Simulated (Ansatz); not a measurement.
BaAg2As2:

```
Ba Ag As
1.0
    -2.30125    2.30125    5.43360
     2.30125   -2.30125    5.43360
     2.30125    2.30125   -5.43360
Ba Ag As
1 2 2
Direct
  0.00000 0.00000 0.00000
  0.25000 0.75000 0.50000
  0.75000 0.25000 0.50000
  0.61580 0.61580 0.00000
  0.38420 0.38420 0.00000
```

```yaml
Program: Ansatz 0.2.0
Task: single point
Functional: PBE
Potentials_or_basis: Ansatz PAW
Cutoff: "420 eV (not typed: the program's choice for these potentials)"
k_mesh: 8 × 8 × 8
Occupations: fermi-dirac, width 0.05 eV
Spin: no spin polarisation
```

On this cell: pressure 2.6 GPa; largest force 0.227 eV/Å; band gap on the k mesh none (metal or under the smearing width).

The same run follows on a disturbed copy (atoms moved at random, drawn with an rms of 0.05 Å):

```
CELL_PARAMETERS angstrom
-2.30125 2.30125 5.43360
2.30125 -2.30125 5.43360
2.30125 2.30125 -5.43360
ATOMIC_POSITIONS crystal
Ba 0.00203 0.00620 0.00654
Ag 0.25167 0.75665 0.50271
Ag 0.75255 0.25117 0.50354
As 0.59772 0.60990 0.97709
As 0.38435 0.39228 0.00775
```

What does the disturbed cell give?

The energy (extrapolated to zero smearing) moves by +2.5 meV/atom; pressure 2.7 GPa; largest force 0.361 eV/Å; band gap on the k mesh none (metal or under the smearing width).

Forces in eV/Å, atoms in the order of the input:
```
Ba  -0.058 -0.114  0.015
Ag   0.092 -0.176 -0.054
Ag  -0.096  0.052 -0.005
As   0.098  0.192  0.290
As  -0.036  0.046 -0.246
```

Stress tensor (GPa, compression positive):
```
 1.89  0.02 -0.23
 0.02  1.95 -0.30
-0.23 -0.30  4.21
```
